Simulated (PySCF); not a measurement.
# C2H8AlNSe: the cost of one run

Programs: PySCF 2.14.0, with routines of our own; each step states its level. All values are computed. Atoms count from 0.

## 1. The starting structure

13 atoms, charge 0, multiplicity 1; geometry from: GFN2-xTB.

## 2. Relaxing the molecule at PBE0-D3(BJ)/def2-SVP

The job: settings as JSON, then the geometry in Å.

```
{"job": {"xc": "PBE0", "basis": "def2-SVP", "d3": "d3bj", "grid": 1, "maxiter": 30, "shake": 0.01, "kind": "geom"}, "charge": 0, "multiplicity": 1}
N      1.740350    -0.213290    -0.374510
Al     0.109490    -0.191510     0.905050
C     -1.197590    -1.282870    -0.209570
Se    -1.659170     0.452320    -1.083500
C     -0.755290     1.536680     0.309240
H      2.199300    -1.075500    -0.456460
H      1.321530     0.025460    -1.290300
H      2.422260     0.537920    -0.169900
H      0.672190    -0.516420     2.314780
H     -0.925900    -1.986060    -0.991590
H     -2.091400    -1.675970     0.283210
H     -1.528220     1.979190     0.958350
H     -0.301740     2.393170    -0.205140
```

On the command line:

```sh
OMP_NUM_THREADS=1 python heavy_run.py task.json out
```

One launch serves the whole session: the jobs run in the order shown.

Q: Estimate the wall time and peak memory of this first job on 1 thread of Intel Xeon 6975P-C, shared host.

About 52 s, with a peak of 0.54 GiB.
